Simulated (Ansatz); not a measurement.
**C₂H₆BFO: up Jacob's ladder to CCSD(T)**

How much do the methods differ for C₂H₆BFO? The plan is to run it at one geometry with functionals of several rungs and with coupled cluster, and see how far each lands from CCSD(T) at the basis-set limit for the atomisation energy.

Computed with Ansatz 0.2.0, Gaussian basis. Level: functionals in def2-TZVPP, the program's frozen cores in correlated methods.

Plan: PBE-D4, r2SCAN-D4, PBE0-D4, B3LYP-D4, ωB97X-V, ωB97M-V, B2PLYP; CCSD(T)/def2-TZVPP; MP2/def2-QZVPP; extrapolation to the limit.

### 1 The relaxed structure

An earlier PBE0-D4 in a triple-zeta def2 set relaxation fixed the geometry.

SMILES `BOC(C)F`, 11 atoms, charge 0, spin multiplicity 1.

Atoms are counted from 1 here; the program's logs count them from 0.

Bond lengths: B1–O2 1.348 Å, B1–H6 1.194 Å, B1–H7 1.201 Å, O2–C3 1.397 Å, C3–C4 1.500 Å, C3–F5 1.372 Å, C3–H8 1.096 Å, C4–H9 1.090 Å, C4–H10 1.091 Å, C4–H11 1.091 Å. Angles: O2–B1–H6 116.8°, O2–B1–H7 119.9°, H6–B1–H7 123.3°, B1–O2–C3 121.4°, O2–C3–C4 110.2°, O2–C3–F5 107.2°, O2–C3–H8 109.8°, C4–C3–F5 109.5°, C4–C3–H8 113.2°, F5–C3–H8 106.8°, C3–C4–H9 109.9°, C3–C4–H10 109.5°, C3–C4–H11 110.0°, H9–C4–H10 109.4°, H9–C4–H11 109.0°, H10–C4–H11 109.1°.

### 2 PBE-D4 (GGA)

The input, in.yaml:

```yaml
crystal:
  periodic: [false, false, false]
  atoms:
    - {symbol: B, position_ang: [-1.356183, 1.409386, -0.484152]}
    - {symbol: O, position_ang: [-0.349065, 0.876514, 0.235712]}
    - {symbol: C, position_ang: [-0.089016, -0.496452, 0.220145]}
    - {symbol: C, position_ang: [1.390065, -0.743050, 0.224132]}
    - {symbol: F, position_ang: [-0.644428, -1.027739, 1.357202]}
    - {symbol: H, position_ang: [-1.527854, 2.586649, -0.382202]}
    - {symbol: H, position_ang: [-2.019281, 0.706342, -1.197116]}
    - {symbol: H, position_ang: [-0.601931, -0.961691, -0.629902]}
    - {symbol: H, position_ang: [1.587189, -1.814418, 0.270112]}
    - {symbol: H, position_ang: [1.837810, -0.254909, 1.090720]}
    - {symbol: H, position_ang: [1.838094, -0.337531, -0.684052]}
basis:
  gaussian: {orbitals: def2-TZVPP}
hamiltonian: {xc: pbe, dispersion: d4}
output: {forces: true, orbitals: {seedname: orbitals}}
```

Launch:

```sh
> ansatz run in.yaml --threads 4 --pin off --events-out ev --progress --plain --max-ram 10444MiB
```

After this run come: r2SCAN-D4 (meta-GGA); PBE0-D4 (hybrid); B3LYP-D4 (hybrid); ωB97X-V (range-separated); ωB97M-V (range-separated); B2PLYP (double hybrid); CCSD(T) in def2-TZVPP; MP2 in def2-QZVPP.

Before running them: what should the planned runs give, taken together? Wanted: atomisation energy, CCSD(T)/CBS; farthest; mean size of error, hybrid; mean size of error, range-separated; gap, smallest and largest; T1 diagnostic; triples share of the correlation energy.

**Answer**, as computed:

```
                               quantity                                 value
        atomisation energy, CCSD(T)/CBS                         4315.0 kJ/mol
 functionals within 21.6 kJ/mol (0.5 %)            PBE0-D4, B3LYP-D4, ωB97X-V
                               farthest                PBE-D4 (+102.1 kJ/mol)
             mean size of error, hybrid                           14.4 kJ/mol
    mean size of error, range-separated                           19.5 kJ/mol
              gap, smallest and largest  5.74 eV (PBE-D4), 12.95 eV (ωB97X-V)
                          T1 diagnostic                                0.0127
triples share of the correlation energy                                 3.4 %
```

What this shows: PBE-D4 is off by +102.1 kJ/mol. Double hybrids carry the basis error of their MP2 part in triple zeta, and no dispersion term here, so their miss is partly the set-up's. The reference freezes the cores and leaves out relativity and excitations past (T), so misses under about 21.6 kJ/mol can't be ranked. Hartree-Fock recovers 75 % of the binding; the rest is correlation. The gap grows from 5.7 to 13.0 eV across the functionals, mostly with the share of exact exchange.
